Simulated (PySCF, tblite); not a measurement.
# C5H13BO2S: geometry, infrared bands and NMR shifts

Wanted: the infrared bands and NMR shifts of C5H13BO2S (`[BH3-][O+]1CCC[C@@H]1[S@@](C)=O`), by calculation.

Programs: tblite 0.8.0 and PySCF 2.14.0, with density-fitted response routines of our own. Each step states its level of theory. These are calculated values for one molecule in the gas phase, unless marked as measured. Atoms are numbered from 0 throughout.

### Step 1. The starting structure

22 atoms, charge 0, multiplicity 1; geometry from: force field or distance geometry start.

Bonds of the start (Å): B0–O1 1.49, O1–C2 1.42, C2–C3 1.49, C3–C4 1.49, C4–C5 1.53, C5–S6 1.82, S6–C7 1.80, S6–O8 1.52, C5–O1 1.43, B0–H9 1.19, B0–H10 1.20, B0–H11 1.18, C2–H12 1.12, C2–H13 1.11, C3–H14 1.11, C3–H15 1.13, C4–H16 1.11, C4–H17 1.11, C5–H18 1.11, C7–H19 1.11, C7–H20 1.11, C7–H21 1.11.

### Step 2. Optimising the geometry with GFN2-xTB

The job: settings as JSON, then the geometry in Å.

```
{"job": {"kind": "relax", "xc": "GFN2-xTB", "basis": "xTB"}, "charge": 0, "multiplicity": 1}
B     -1.476000     1.755800    -0.577100
O     -1.005500     0.642300     0.292600
C     -1.936400    -0.426100     0.330400
C     -1.177800    -1.683600     0.595200
C      0.128300    -1.444100    -0.086600
C      0.230700     0.084000    -0.158600
S      1.574400     0.658900     0.928200
C      3.099300     0.227800     0.066400
O      1.533100     2.170200     0.818500
H     -1.632200     1.398800    -1.703200
H     -2.527900     2.174100    -0.168400
H     -0.708700     2.656600    -0.555500
H     -2.497200    -0.558800    -0.630000
H     -2.685900    -0.250100     1.132400
H     -1.701000    -2.581000     0.208400
H     -1.011500    -1.799300     1.710400
H      0.086600    -1.855700    -1.121800
H      0.965400    -1.935100     0.451300
H      0.503000     0.371900    -1.198200
H      3.967600     0.645600     0.614000
H      3.191900    -0.873600     0.016300
H      3.069500     0.640700    -0.965500
```

On the command line:

```bash
OMP_NUM_THREADS=1 python probes_run.py task.json out
```

This one command runs all jobs of the session in turn.

**Question.** This job is followed by: GFN2-xTB harmonic vibrations, gas phase; GIAO PBE0/pcSseg-1 NMR shielding, non-relativistic, gas phase. What will the session give for the following? strongest single infrared mode (GFN2-xTB); zero-point energy (GFN2-xTB); ¹³C shifts against TMS (PBE0/pcSseg-1); ¹H shifts against TMS (PBE0/pcSseg-1, means over atoms taken as alike); ¹¹B shifts against BF3·OEt2 (PBE0/pcSseg-1); ¹⁷O shifts against H2O (PBE0/pcSseg-1); ³³S shifts against CS2 (PBE0/pcSseg-1).

The runs gave:

```
                                                              quantity                                                     value
                             strongest single infrared mode (GFN2-xTB)                                     1140 cm⁻¹, 358 km/mol
                                          zero-point energy (GFN2-xTB)                                            111.4 kcal/mol
                                ¹³C shifts against TMS (PBE0/pcSseg-1)                         105.9, 82.5, 42.4, 31.9, 28.2 ppm
¹H shifts against TMS (PBE0/pcSseg-1, means over atoms taken as alike)  4.66, 4.34, 4.17, 3.26, 3.20, 2.68, 2.60, 2.33, 1.74 ppm
                           ¹¹B shifts against BF3·OEt2 (PBE0/pcSseg-1)                                                   1.9 ppm
                                ¹⁷O shifts against H2O (PBE0/pcSseg-1)                                            52.6, 44.5 ppm
                                ³³S shifts against CS2 (PBE0/pcSseg-1)                                                   359 ppm
```

The optimisation took 229 steps and gained 1.006 eV; among the close pairs (by a distance rule), B0–O1 changed most, from 1.489 to 1.653 Å. No mode is imaginary among the 60: a minimum at this level. Unscaled tight-binding wavenumbers are off by several per cent, some by more. Its intensities can rank the bands wrongly. C5 (sp3 CH bonded to O and S) lies farthest downfield among carbon, at 105.9 ppm; pulled downfield by the heteroatom. At PBE0/pcSseg-1: The largest span, 413 ppm, is at O8, where the paramagnetic term is -108 ppm.
